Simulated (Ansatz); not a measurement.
**CH5BSSi: one species, many methods**

The task here is to estimate one member of a computed series from the others.

Method: functionals in def2-TZVPP, the program's frozen cores in correlated methods; program: Ansatz 0.2.0, Gaussian basis.

The runs, in order: LDA (SPW92), PBE-D4, revPBE-D4, BLYP-D4, r2SCAN-D4, B97M-V, PBE0-D4, B3LYP-D4, r2SCANh-D4, r2SCAN0-D4, HSE06-D4, BHLYP-D4, CAM-B3LYP-D4, LC-ωPBE, ωB97X-V, ωB97M-V, B2PLYP, PBE-QIDH; CCSD(T)/def2-SVP; CCSD(T)/def2-TZVPP; MP2/def2-QZVPP; extrapolation to the limit; RPA on PBE.

### Structure used throughout

The geometry comes from an earlier relaxation with PBE0-D4 in a triple-zeta def2 set; it is a stationary point, not always the lowest conformer.

9 atoms, charge 0, spin multiplicity 1.

Atoms are counted from 1 here; the program's logs count them from 0.

Bond lengths: S1–C2 1.802 Å, S1–B3 1.980 Å, S1–H5 1.353 Å, C2–B3 1.582 Å, C2–Si4 1.874 Å, C2–H6 1.083 Å, B3–Si4 1.942 Å, B3–H7 1.188 Å, Si4–H8 1.487 Å, Si4–H9 1.482 Å. Angles: C2–S1–B3 49.2°, C2–S1–H5 99.4°, B3–S1–H5 94.3°, S1–C2–B3 71.3°, S1–C2–Si4 100.4°, S1–C2–H6 117.5°, B3–C2–Si4 67.8°, B3–C2–H6 138.7°, Si4–C2–H6 138.3°, S1–B3–C2 59.6°, S1–B3–Si4 92.1°, S1–B3–H7 118.5°, C2–B3–Si4 63.3°, C2–B3–H7 135.9°, Si4–B3–H7 148.9°, C2–Si4–B3 48.9°, C2–Si4–H8 118.3°, C2–Si4–H9 110.6° and more.

Set-up of the first run:

The input, in.yaml:

```yaml
crystal:
  periodic: [false, false, false]
  atoms:
    - {symbol: S, position_ang: [-0.744102, 0.419598, -1.434633]}
    - {symbol: C, position_ang: [-0.256478, 0.670709, 0.282169]}
    - {symbol: B, position_ang: [0.880330, -0.146161, -0.453793]}
    - {symbol: Si, position_ang: [-0.166188, -1.106390, 0.871088]}
    - {symbol: H, position_ang: [-0.154467, 1.502515, -1.991354]}
    - {symbol: H, position_ang: [-0.406235, 1.656434, 0.704912]}
    - {symbol: H, position_ang: [1.942543, 0.104762, -0.924005]}
    - {symbol: H, position_ang: [-1.354732, -1.976807, 0.669443]}
    - {symbol: H, position_ang: [0.347930, -1.170758, 2.259073]}
basis:
  gaussian: {orbitals: def2-TZVPP}
hamiltonian: {xc: lda}
output: {orbitals: {seedname: orbitals}}
```

The run is started by

```sh
$ ansatz run in.yaml --threads 2 --pin off --events-out ev --progress --plain --max-ram 4352MiB
```

Among the steps run: LDA; PBE-D4 (GGA); revPBE-D4 (GGA); BLYP-D4 (GGA); r2SCAN-D4 (meta-GGA); B97M-V (meta-GGA); B3LYP-D4 (hybrid); r2SCANh-D4 (hybrid); r2SCAN0-D4 (hybrid); HSE06-D4 (hybrid); BHLYP-D4 (hybrid); CAM-B3LYP-D4 (range-separated); LC-ωPBE (range-separated); ωB97X-V (range-separated); ωB97M-V (range-separated); B2PLYP (double hybrid); PBE-QIDH (double hybrid).

One table of the session follows, with a row left open; its other results are not shown here.

It belongs to the step «Orbital energies across the functionals». 

```
  functional  HOMO (eV)  gap (eV)
 LDA (SPW92)      -5.80      4.29
      PBE-D4      -5.69      4.36
   revPBE-D4      -5.64      4.39
     BLYP-D4      -5.54      4.35
   r2SCAN-D4      -5.88      4.86
      B97M-V      -5.94      4.81
     PBE0-D4      -6.74      6.35
    B3LYP-D4      -6.55      5.94
  r2SCANh-D4      -6.27      5.59
  r2SCAN0-D4      -6.87      6.67
    HSE06-D4      -6.35      5.58
    BHLYP-D4      -7.69      8.25
CAM-B3LYP-D4          ?         ?
     LC-ωPBE      -9.32     11.15
     ωB97X-V      -8.99     10.68
     ωB97M-V      -8.83     10.26
```

Q: Estimate the row for CAM-B3LYP-D4 from the others.

**Answer.** HOMO (eV): -8.01; gap (eV): 8.68. In the column «HOMO (eV)» it lies between ωB97M-V (-8.83) and BHLYP-D4 (-7.69).
